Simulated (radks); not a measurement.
# Sb⁺ inside a hard spherical wall

One table from this session's results is given with a row withheld; the runs are named, their logs left out.

Program: radks (a radial shooting solver on a logarithmic mesh, Libxc functionals) version 1. Level of theory: scalar-relativistic Kohn-Sham, LDA (Slater exchange, Perdew-Wang correlation), spin-polarised, spherical densities, point nucleus; open shells are filled with parallel spins first. These are calculated values, not measurements, unless marked.

### Starting point

```
element       : antimony (Z = 51)
charge        : +1
electrons     : 50
configuration : [Kr] 4d10 5s2 5p2
```

Outer shells as boxes (Hund's rule):

Sb⁺
```
[Kr] core
4d [↑↓][↑↓][↑↓][↑↓][↑↓]
5s [↑↓]
5p [↑ ][↑ ][  ]
```

Set-up of the first run:

The run's settings:

```text
Z 51
configuration [Kr] 4d10 5s2 5p2 6s0 4f0 5d0
relativity scalar-relativistic
functional lda,pw
spin polarised
nucleus point
c 137.035999084
```

Among the steps run: The free atom; Wall at 20 bohr; Wall at 12 bohr; Wall at 10 bohr; Wall at 8 bohr; Wall at 7 bohr; Wall at 5 bohr; Wall at 3 bohr; Wall at 2.5 bohr; Wall at 2 bohr; Wall at 1.5 bohr.

One of the session's tables, all rows but one given; the rest of the session is left out.

```
R (bohr)  E − E(free) (eV)  ε(5p) (eV)  ε(6s, empty) (eV)  ε(5d, empty) (eV)  ε(4f, empty) (eV)
    free             0.000     -12.735             -4.757             -3.767             -0.946
      20             0.000     -12.735             -4.757             -3.767             -0.806
      12                 ?           ?                  ?                  ?                  ?
      10             0.000     -12.734             -4.588             -3.677              0.504
       8             0.013     -12.710             -3.902             -3.354              1.718
       7             0.067     -12.631             -2.830             -2.863              2.851
       5             1.656     -11.274              5.831              1.030              8.075
       3            44.779       6.973             72.499             31.678             29.014
     2.5            116.18      29.366             137.43             62.499             44.243
       2            347.73      88.321             284.04             133.83             75.481
     1.5            1304.1      274.29             681.88             332.40             155.68
```

Q: Estimate the row for R (bohr) = 12 from the others.

Worked estimate for «E − E(free) (eV)». A straight line through the neighbours (20, 0.000) and (10, 0.000) gives 0.000 + (0.000 − 0.000) × (12 − 20) / (10 − 20) = 0.000; a parabola fitted to 3 rows on both sides gives -0.009.

**Answer.** E − E(free) (eV): 0.000; ε(5p) (eV): -12.735; ε(6s, empty) (eV): -4.725; ε(5d, empty) (eV): -3.748; ε(4f, empty) (eV): -0.087. In «E − E(free) (eV)» the line misses by 0.000 and the parabola by -0.009.

In words: Eigenvalues are for spin up. From R = 3 bohr inwards the highest occupied level lies above zero, pushed up by confinement. Shells are not refilled when levels cross, and a hard wall is a model, not a crystal.
